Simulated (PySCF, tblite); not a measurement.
**C₅H₁₀NSi₂ radical: geometry, infrared bands and EPR parameters**

Aim: predict the infrared bands and EPR parameters of C₅H₁₀NSi₂ radical (`C#C[Si@H]1[SiH2]NC[C]1C`).

The runs use tblite 0.8.0 and PySCF 2.14.0, with density-fitted response routines of our own; the level of theory stands in each step. All values are computed, except where a source is named. Atoms count from 0, in the outputs and in this text.

## Step 1: The molecule as given

18 atoms, charge 0, multiplicity 2; geometry from: force field or distance geometry start.

Bonds of the start (Å): C0–C1 1.21, C1–Si2 1.85, Si2–Si3 2.34, Si3–N4 1.72, N4–C5 1.47, C5–C6 1.50, C6–C7 1.48, C6–Si2 1.87, C0–H8 1.06, Si2–H9 1.49, Si3–H10 1.48, Si3–H11 1.48, N4–H12 1.02, C5–H13 1.09, C5–H14 1.09, C7–H15 1.09, C7–H16 1.10, C7–H17 1.10.

## Step 2: Geometry optimisation with GFN2-xTB

What the job is given:

```
{"job": {"kind": "relax", "xc": "GFN2-xTB", "basis": "xTB"}, "charge": 0, "multiplicity": 2}
C      2.896000    -1.957700     0.479500
C      1.966900    -1.224200     0.747400
Si     0.550500    -0.116000     1.188900
Si     0.844900     2.071400     0.398700
N     -0.593900     2.037200    -0.538000
C     -1.148200     0.745400    -0.976000
C     -0.903300    -0.344700     0.031400
C     -1.541000    -1.673500    -0.126700
H      3.703000    -2.605700     0.236000
H      0.105700    -0.210700     2.610800
H      1.972200     2.226700    -0.542100
H      0.730600     3.149200     1.410600
H     -0.509700     2.661000    -1.335100
H     -2.215000     0.864600    -1.145200
H     -0.695700     0.460400    -1.928200
H     -1.120300    -2.205600    -0.975800
H     -2.620300    -1.556400    -0.303800
H     -1.431300    -2.315000     0.755800
```

Launch:

```sh
$ OMP_NUM_THREADS=1 python probes_run.py task.json out
```

One launch serves the whole session: the jobs run in the order shown.

What it wrote:

```text
step      E/eV     max force
  0    -599.57467    1.175
  1    -599.62664    2.121
  2    -599.64910    1.978
  3    -599.68666    0.504
  4    -599.70907    0.385
  5    -599.73468    0.614
  6    -599.75528    0.529
  7    -599.77521    0.409
  8    -599.79197    0.335
  9    -599.80626    0.338
 10    -599.81665    0.263
 11    -599.82270    0.223
 12    -599.82658    0.139
 13    -599.82973    0.134
 14    -599.83269    0.124
 15    -599.83503    0.132
 16    -599.83650    0.100
 17    -599.83745    0.069
 18    -599.83834    0.072
 19    -599.83943    0.075
 20    -599.84057    0.090
 21    -599.84147    0.086
 22    -599.84205    0.055
 23    -599.84245    0.049
 24    -599.84280    0.045
 25    -599.84316    0.047
 26    -599.84344    0.048
 27    -599.84367    0.049
 28    -599.84386    0.036
 29    -599.84407    0.037
 30    -599.84433    0.046
 31    -599.84460    0.043
 32    -599.84482    0.039
 33    -599.84500    0.030
 34    -599.84517    0.035
 35    -599.84536    0.035
 36    -599.84550    0.030
 37    -599.84559    0.031
 38    -599.84569    0.028
 39    -599.84586    0.039
 40    -599.84612    0.049
 41    -599.84638    0.048
 42    -599.84658    0.038
 43    -599.84673    0.032
 44    -599.84696    0.041
 45    -599.84732    0.053
 46    -599.84773    0.044
 47    -599.84801    0.034
 48    -599.84816    0.029
 49    -599.84831    0.038
 50    -599.84849    0.046
 51    -599.84868    0.036
 52    -599.84884    0.023
 53    -599.84896    0.020
 54    -599.84905    0.024
 55    -599.84914    0.023
 56    -599.84921    0.021
 57    -599.84927    0.019
 58    -599.84932    0.016
 59    -599.84937    0.016
 60    -599.84941    0.013
 61    -599.84945    0.015
 62    -599.84949    0.012
 63    -599.84951    0.016
 64    -599.84955    0.018
 65    -599.84959    0.018
 66    -599.84964    0.026
 67    -599.84969    0.016
 68    -599.84973    0.016
 69    -599.84977    0.016
 70    -599.84981    0.018
 71    -599.84985    0.013
 72    -599.84988    0.009
```

It took 0.63 s on 1 thread of Arm Neoverse V1, shared host.

Step by step: (not every step is listed)

```tsv
step	energy from step 0 (eV)	largest force (eV/Å)
0	0.0000	1.1753
1	-0.0520	2.1206
2	-0.0744	1.9782
3	-0.1120	0.5038
4	-0.1344	0.3846
5	-0.1600	0.6144
6	-0.1806	0.5290
7	-0.2005	0.4088
8	-0.2173	0.3353
13	-0.2551	0.1341
18	-0.2637	0.0720
23	-0.2678	0.0495
28	-0.2692	0.0362
33	-0.2703	0.0299
38	-0.2710	0.0284
43	-0.2721	0.0322
48	-0.2735	0.0295
53	-0.2743	0.0201
58	-0.2747	0.0164
63	-0.2748	0.0157
67	-0.2750	0.0158
68	-0.2751	0.0159
69	-0.2751	0.0163
70	-0.2751	0.0175
71	-0.2752	0.0128
72	-0.2752	0.0095
```

Close pairs (by a distance rule), those that changed most:

```tsv
bond	before (Å)	after (Å)	change (Å)
Si2–Si3	2.344	2.293	-0.051
N4–C5	1.472	1.444	-0.028
C5–H13	1.087	1.106	+0.019
C5–C6	1.504	1.486	-0.018
C5–H14	1.092	1.109	+0.016
Si2–H9	1.493	1.477	-0.016
Si2–C6	1.872	1.859	-0.013
Si3–H11	1.483	1.470	-0.013
```

The next job starts from the end point, and lists it.

## Step 3: Harmonic vibrations with GFN2-xTB

What the job is given:

```
{"job": {"kind": "ir", "xc": "GFN2-xTB", "basis": "xTB"}, "charge": 0, "multiplicity": 2}
C      2.884456    -2.020500     0.583601
C      1.987572    -1.254830     0.821153
Si     0.604600    -0.055470     1.144428
Si     0.901239     2.081771     0.367364
N     -0.459452     1.958210    -0.680378
C     -1.167816     0.728163    -0.945381
C     -0.803911    -0.380856    -0.025042
C     -1.527725    -1.665931    -0.192563
H      3.671675    -2.691010     0.385724
H      0.215504    -0.302670     2.547818
H      2.131119     2.400870    -0.377969
H      0.658011     3.209623     1.278387
H     -0.719475     2.698426    -1.311021
H     -2.255037     0.918678    -0.879186
H     -0.989129     0.402763    -1.989887
H     -1.163123    -2.207881    -1.071564
H     -2.598444    -1.506303    -0.340014
H     -1.378824    -2.306737     0.672874
```

What it wrote:

```text
mode    cm-1     km/mol
  1     -14.7      0.05
  2      34.0      0.92
  3      70.0      1.46
  4      76.7      6.12
  5      98.2      0.53
  6     223.2      5.77
  7     235.8      9.74
  8     249.8     14.49
  9     285.5     10.15
 10     299.4     13.22
 11     372.9     18.82
 12     402.1     67.20
 13     465.0      9.97
 14     528.3     90.33
 15     545.7     60.60
 16     565.1    173.22
 17     604.5     66.87
 18     635.1     19.32
 19     665.6     91.44
 20     676.0     20.34
 21     690.2    208.92
 22     711.3     59.96
 23     805.9    127.26
 24     838.9    244.24
 25     870.7      2.15
 26     968.6     15.82
 27     972.3     12.65
 28    1130.5     19.80
 29    1162.0      2.75
 30    1180.3     54.51
 31    1245.4     25.33
 32    1287.8     39.94
 33    1364.9     26.89
 34    1395.4      1.46
 35    1458.1      2.97
 36    1473.8      3.32
 37    1479.2      3.43
 38    2100.1    253.77
 39    2135.5    623.04
 40    2178.8    297.27
 41    2194.2     13.11
 42    2717.7     55.69
 43    2797.2     93.50
 44    2913.3     25.88
 45    2962.0     50.26
 46    3036.4     17.79
 47    3344.3      3.89
 48    3467.3      5.23
```

Wall time 0.81 s (1 thread of Arm Neoverse V1, shared host).

The strongest bands and the atoms that carry them (share of the mass-weighted mode):

```tsv
cm⁻¹	km/mol	atoms
565	173.2	H10 28 %, H9 26 %
690	208.9	H11 19 %, H8 17 %, H10 15 %, Si2 13 %
806	127.3	N4 35 %, Si3 26 %
839	244.2	H11 42 %, H10 40 %, Si3 11 %
2100	253.8	H9 93 %
2136	623.0	H10 75 %, H11 17 %
2179	297.3	H11 79 %, H10 19 %
2797	93.5	H13 72 %, H14 24 %
```

## Step 4: g tensor and hyperfine couplings: B3LYP/pcH-1

The job, as its differences from that of step 3:

```diff
@@ -1,2 +1,2 @@
-{"job": {"kind": "ir", "xc": "GFN2-xTB", "basis": "xTB"}, "charge": 0, "multiplicity": 2}
+{"job": {"kind": "epr", "basis": "pcH-1"}, "charge": 0, "multiplicity": 2}
 C      2.884456    -2.020500     0.583601
```

Method: UKS B3LYP, pcH-1 on C H N Si, non-relativistic, mean-field spin-orbit, GIAO.

What it wrote:

```text
UKS, coarse grid
  cycle   1  E = -830.14585497  |g| = 4.45e-01
  cycle   2  E = -830.08200376  |g| = 5.73e-01
  cycle   3  E = -830.23321237  |g| = 1.00e-01
  cycle   4  E = -830.23632336  |g| = 5.73e-02
  cycle   5  E = -830.23772007  |g| = 2.48e-02
  cycle   6  E = -830.23802076  |g| = 5.37e-03
  cycle   7  E = -830.23803713  |g| = 1.46e-03
  cycle   8  E = -830.23803833  |g| = 7.10e-04
UKS, final grid
  cycle   1  E = -830.23799565  |g| = 8.81e-04
  cycle   2  E = -830.23799524  |g| = 1.26e-03
  cycle   3  E = -830.23799604  |g| = 1.85e-04
  cycle   4  E = -830.23799606  |g| = 7.33e-05
  cycle   5  E = -830.23799606  |g| = 3.41e-05
  cycle   6  E = -830.23799606  |g| = 1.25e-05
E = -830.23799606 Eh   <S^2> = 0.7539 (exact 0.7500)
g shifts (ppm)      1          2          3
  rmc          -128       -128       -128
  gc             -3         22         22
  oz_so          36        342        791
  total         -95        236        685
hyperfine (MHz)  atom isotope    a_iso     a_fc   dipolar eigenvalues
    0   13C       5.20       5.21     -1.75     -0.05      1.81
    1   13C      46.44      46.44     -2.17     -1.73      3.90
    2  29Si      40.78      40.83     -3.62     -0.63      4.24
    3  29Si       3.67       3.67     -0.99      0.19      0.81
    4   14N      -0.38      -0.38     -0.57     -0.08      0.65
    5   13C     -31.83     -31.84     -1.94     -0.10      2.04
    6   13C      81.98      82.10    -73.42    -71.99    145.41
    7   13C     -29.18     -29.19     -2.12      0.25      1.88
    8    1H       0.27       0.27     -1.04     -0.49      1.53
    9    1H      57.25      57.25     -3.37     -1.93      5.30
   10    1H       1.82       1.82     -1.08     -0.98      2.07
   11    1H       2.56       2.56     -1.08     -0.98      2.06
   12    1H      -1.86      -1.85     -1.66     -1.54      3.20
   13    1H      93.17      93.17     -4.57     -3.87      8.44
   14    1H     111.42     111.42     -4.94     -3.14      8.08
   15    1H     122.40     122.40     -4.81     -3.41      8.22
   16    1H      59.63      59.63     -4.31     -3.71      8.02
   17    1H      13.10      13.10     -4.62     -3.79      8.41
```

Run time: 2.2 min. Hardware: 1 thread of Arm Neoverse V1, shared host; peak memory 1.1 GiB.

Principal g values 2.00222, 2.00256, 2.00300; g(iso) = 2.00259, against 2.00232 for a free electron.

Mean a(iso) over the nuclei that a row names, and the largest dipolar term of the row (other rows stand at the frozen geometry):

```tsv
nuclei	isotope	a(iso) (MHz)	a(iso) (G, at g = 2.0023)	largest dipolar term (MHz)
H14	1H	111.4	39.8	8.1
H13	1H	93.2	33.2	8.4
C6	13C	82.0	29.3	145.4
H15, H16, H17	1H	65.0	23.2	8.4
H9	1H	57.2	20.4	5.3
C1	13C	46.4	16.6	3.9
Si2	29Si	40.8	14.5	4.2
C5	13C	-31.8	-11.4	2.0
C7	13C	-29.2	-10.4	-2.1
C0	13C	5.2	1.9	1.8
Si3	29Si	3.7	1.3	-1.0
H11	1H	2.6	0.9	2.1
H12	1H	-1.9	-0.7	3.2
H10	1H	1.8	0.6	2.1
```

Mulliken spin populations:

C0 0.01; C1 0.01; Si2 -0.01; Si3 0.00; N4 0.00; C5 -0.08; C6 0.94; C7 -0.08; H8 0.00; H9 0.03; H10 0.00; H11 0.00; H12 0.00; H13 0.04; H14 0.05; H15 0.05; H16 0.03; H17 0.01

In first order the couplings over 0.8 MHz of 1H give 256 distinct lines over 165.2 G, if the averaged nuclei exchange fast.

The fields below are evaluated on a grid from the run's orbitals.

ELF in a plane through or near 6 of the atoms.

Ten even steps from ' ' (0.00) to '@' (1.00):
```
                                                        
                                                        
                                                        
                            ::++--                      
              ....        ..++%%##--..                  
          ..--====--::    ::++==----::..                
        ..--++**##**++....**++==##  ..                  
        ::++**##%%==##**==%%%%  ..++++::..              
        ::==**%%++##++%%::==**::**##**##**--            
        ..--**####**%%++--++--  ==++**##**--            
          ..--====--..::##%%++##++**==..                
                      ..++::--@@++%%@@**                
                    ..--++@@##====@@@@@@**              
                  ..--**::::++    @@@@@@**              
                  ..::**++%%@@**    ====                
                      ..--%%@@@@--                      
                          ++%%##::                      
                            ..                          
                                                        
                                                        
```
The map spans 13.6 Å across and 11.2 Å up, centred on the molecule. Atoms in the plane (x, y in Å): C1 (-2.3, 1.0), Si3 (1.1, 2.0), N4 (2.0, 0.6), C6 (0.1, -0.9), C7 (-0.5, -2.2), H13 (2.1, -1.5).

log10 of the density (e/Å³) in the same plane.

Ten even steps from '0' (-4.0) to '9' (2.2):
```
0000000000000000000000000000
0000000000000011110000000000
0000000000001122222100000000
0000001111111234433211000000
0000122222222345544321000000
0001233444333456654421000000
0012345555544557855432000000
0012446666655556665543100000
0012345679665555677653200000
0002345566655555677653200000
0000223444445666665543100000
0000112233345676666532000000
0000001123456665566532000000
0000000123467764455432000000
0000000123456665333321000000
0000000022345554322100000000
0000000011233443210000000000
0000000000112222100000000000
0000000000000110000000000000
0000000000000000000000000000
```
The map spans 13.6 Å across and 11.2 Å up, centred on the molecule. Atoms in the plane (x, y in Å): C1 (-2.3, 1.0), Si3 (1.1, 2.0), N4 (2.0, 0.6), C6 (0.1, -0.9), C7 (-0.5, -2.2), H13 (2.1, -1.5).

On the surface of density 0.002 e/bohr³ the electrostatic potential runs, from the 1st to the 99th percentile, from -0.83 V near C0 to 1.48 V near H12.

The spin density lies nearest to C6 66 %.

## Step 5: What came out

```
                                 quantity                  value
strongest single infrared mode (GFN2-xTB)  2136 cm⁻¹, 623 km/mol
             zero-point energy (GFN2-xTB)          79.9 kcal/mol
                           g(iso) (B3LYP)                2.00259
                                     ⟨S²⟩     0.754 (exact 0.75)
       largest a(iso) (averaged by class)   1H on H14, 111.4 MHz
    surface potential, 1st and 99th percentile     -0.83 V and 1.48 V
```

**Reading.** Over 72 steps the energy fell by 0.275 eV; of the close pairs, Si2–Si3 changed most, 2.344 to 2.293 Å. The lowest mode is slightly imaginary (15i cm⁻¹), a soft motion within the noise of the Hessian, so the minimum is not strictly shown. The strongest single mode, at 2136 cm⁻¹, moves mainly H10. GFN2-xTB is a fitted tight-binding method: band positions and strengths are rough. Its intensities can rank the bands wrongly. Most of the unpaired spin sits on C6 (0.94 e). The isotropic g lies 0.3 ppt above the free-electron value.
